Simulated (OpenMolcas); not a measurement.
# One shape, several levels: triplet SnO

Wanted: a comparison of 6 runs (U-revPBE/def2-TZVPPD, UBLYP/def2-TZVPPD, UM06-2X/def2-TZVPPD, UPBE/def2-TZVPPD, UTPSS/def2-TZVPPD, ROMP2/def2-TZVPPD) of triplet SnO. 

The calculation is run with OpenMolcas 26.06.

2 further runs of the same task are left out: 2 set aside as unsound or not needed.

## Step 1: Starting point

The species is SnO (2 atoms), meant as a triplet with charge 0. SMILES of the parent species: `[O]=[Sn]`. The shape is that of a PBE0-D4/def2-TZVP optimisation. That shape belongs to the parent species and isn't relaxed for this state.

Bond lengths: O1–Sn2 1.818 Å.

## Step 2: The energy at U-revPBE/def2-TZVPPD (core potential) (run 1)

File calc.inp:

```
&GATEWAY
  BasLib=$CurrDir
  Coord
  2
  angstrom
  O        0.000000       0.000000      -0.007080
  Sn       0.000000       0.000000       1.810660
  Basis=def2-TZVPPD
  Group=NoSym

&SEWARD
  GridInput
  Grid=UltraFine
  End of Grid

&SCF
  UHF
  Spin=3
  KSDFT=revPBE
  Thresholds=1e-10 1e-07 1e-07 1e-05
  PrOrbitals=1 1
```

The basis set def2-TZVPPD is read from a file made from the Basis Set Exchange's data (not shown).

Command:

```sh
$ export MOLCAS_MEM=1860
$ pymolcas calc.inp > calc.log
```

Log:

```text
--- Start Module: gateway ---
[...]
--- Stop Module: gateway /rc=_RC_ALL_IS_WELL_ ---
--- Start Module: seward ---
[...]
      Basis functions           96
--- Stop Module: seward /rc=_RC_ALL_IS_WELL_ ---
[...]
--- Start Module: scf ---
[...]
       Convergence after  30 Iterations
[...]
::    Total KS-DFT energy                            -289.4748124244
[...]
      Total spin, S                                     1.0019466187
[...]
      Total electronic charge=   30.000000
      Total            charge=   -0.000000
[...]
      Dipole Moment (debye):
      Origin of the operator (angstrom)=    0.0000    0.0000    1.5967
                   X= -1.0953E-14               Y=  8.6312E-15               Z=  2.7436E+00           Total=  2.7436E+00
      Quadrupole Moment (debye*angstrom):
[...]
--- Stop Module: scf /rc=_RC_ALL_IS_WELL_ ---
[...]
```

It took 31 s on 1 thread of Arm Neoverse V2, shared host; peak memory 0.53 GiB.

## Step 3: The energy at UBLYP/def2-TZVPPD (core potential) (run 2)

File job.inp:

```
&GATEWAY
  BasLib=$CurrDir
  BasisSet
  O.def2-TZVPPD....
  O1 0.000000 0.000000 -0.007080 angstrom
  End of Basis
  BasisSet
  Sn.def2-TZVPPD....
  Sn2 0.000000 0.000000 1.810660 angstrom
  End of Basis

&SEWARD
  GridInput
  Grid=UltraFine
  End of Grid

&SCF
  UHF
  Spin=3
  KSDFT=BLYP
  Thresholds=1e-10 1e-07 1e-07 1e-05
  PrOrbitals=1 1
```

The basis set def2-TZVPPD is read from a file made from the Basis Set Exchange's data (not shown).

Command:

```sh
$ export MOLCAS_MEM=1860
$ pymolcas job.inp > job.log
```

Log:

```text
--- Start Module: gateway ---
[...]
--- Stop Module: gateway /rc=_RC_ALL_IS_WELL_ ---
--- Start Module: seward ---
[...]
      Basis functions           96
--- Stop Module: seward /rc=_RC_ALL_IS_WELL_ ---
[...]
--- Start Module: scf ---
[...]
       Convergence after  31 Iterations
[...]
::    Total KS-DFT energy                            -289.3975986763
[...]
      Total spin, S                                     1.0016442294
[...]
      Total electronic charge=   30.000000
      Total            charge=   -0.000000
[...]
      Dipole Moment (debye):
      Origin of the operator (angstrom)=    0.0000    0.0000    1.5967
                   X=  2.6822E-15               Y=  4.5781E-15               Z=  2.7006E+00           Total=  2.7006E+00
      Quadrupole Moment (debye*angstrom):
[...]
--- Stop Module: scf /rc=_RC_ALL_IS_WELL_ ---
[...]
```

Run time: 31 s. Hardware: 1 thread of Arm Neoverse V2, shared host; peak memory 0.53 GiB.

Runs 3 to 5 aren't shown in full; the table further down has their settings and results.

## Step 4: A single-point energy at ROMP2/def2-TZVPPD (core potential) (run 6)

File test.inp:

```
>>> EXPORT MOLCAS_PRINT=2

&GATEWAY
  BASLIB = $CurrDir
  COORD
  2
  angstrom
  O        0.000000       0.000000      -0.007080
  Sn       0.000000       0.000000       1.810660
  BASIS = def2-TZVPPD
  GROUP = NoSym

&SEWARD

&SCF
  UHF
  SPIN = 3
  THRESHOLDS = 1e-10 1e-07 1e-07 1e-05
  PRORBITALS = 1 1

&RASSCF
  FILEORB = $Project.UnaOrb
  SPIN = 3
  NACTEL = 2 0 0
  INACTIVE = 14
  RAS2 = 2
  OUTORBITALS = Canonical
  ORBLISTING = Nothing

&CASPT2
  IPEA = 0.0
  FROZEN = 5
```

The basis set def2-TZVPPD is read from a file made from the Basis Set Exchange's data (not shown).

Command:

```sh
$ export MOLCAS_MEM=1860
$ pymolcas test.inp > test.log
```

Log:

```text
--- Start Module: gateway ---
[...]
--- Stop Module: gateway /rc=_RC_ALL_IS_WELL_ ---
[...]
      Basis functions           96
[...]
       Convergence after  29 Iterations
[...]
::    Total SCF energy                               -288.1594139369
[...]
      Total spin, S                                     1.0130844527
[...]
--- Start Module: rasscf ---
[...]
      Number of active orbitals                  2
[...]
      Spin quantum number                      1.0
[...]
      Active orbitals                            2
[...]
      Number of CSFs                             1
[...]
      Number of root(s) required                 1
[...]
      Convergence after 11 iterations
[...]
      printout of CI-coefficients larger than  0.05 for root  1
      energy=    -288.148688
      conf/sym  11     Coeff  Weight
             1  uu   1.00000 1.00000
      Natural orbitals and occupation numbers for root  1
      sym 1:   1.000000   1.000000
      ************************************************************************************************************************
      *                                                    Final results                                                     *
[...]
::    RASSCF root number  1 Total energy:   -288.14868767
[...]
      Total electronic charge=   30.000000
      Total            charge=   -0.000000
[...]
      Dipole Moment (debye):
      Origin of the operator (angstrom)=    0.0000    0.0000    1.5967
                   X= -2.1875E-07               Y= -1.5227E-07               Z=  2.2171E+00           Total=  2.2171E+00
      Quadrupole Moment (debye*angstrom):
[...]
--- Stop Module: rasscf /rc=_RC_ALL_IS_WELL_ ---
[...]
      E2 (Variational):          -0.5106208075
      Total energy:            -288.6593084756
[...]
      Reference weight:           0.86501
[...]
::    CASPT2 Root  1     Total energy:   -288.65930848
[...]
```

Wall time 13 s (1 thread of Arm Neoverse V2, shared host); peak memory 0.53 GiB.

## Step 5: All runs side by side

| run | level | integration grid | frozen core orbitals | energy (Eh) | dipole moment (D) | HOMO energy (eV) | ⟨S²⟩ | wall time |
| --- | --- | --- | --- | --- | --- | --- | --- | --- |
| 1 | U-revPBE/def2-TZVPPD (core potential) | UltraFine | – | -289.474812 | 2.74 | -3.68 | 2.006 | 31 s |
| 2 | UBLYP/def2-TZVPPD (core potential) | UltraFine | – | -289.397599 | 2.70 | -3.48 | 2.005 | 31 s |
| 3 | UM06-2X/def2-TZVPPD (core potential) | UltraFine | – | -289.346711 | 3.27 | -5.55 | 2.020 | 3.6 min |
| 4 | UPBE/def2-TZVPPD (core potential) | UltraFine | – | -289.370189 | 2.74 | -3.70 | 2.005 | 32 s |
| 5 | UTPSS/def2-TZVPPD (core potential) | UltraFine | – | -289.368333 | 2.76 | -3.78 | 2.007 | 50 s |
| 6 | ROMP2/def2-TZVPPD (core potential) | – | 5 | -288.659308 | – | – | – | 13 s |

## Step 6: Outcome

```
           quantity          value
run 6: total energy  -288.65931 Eh
```

In words: Over runs 1, 2, 3, 4, 5 the dipole moment (its size) runs from 2.70 D (UBLYP/def2-TZVPPD) to 3.27 D (UM06-2X/def2-TZVPPD). Totals of different functionals can't be ranked against each other. All runs together took 6.2 min, the longest 3.6 min.
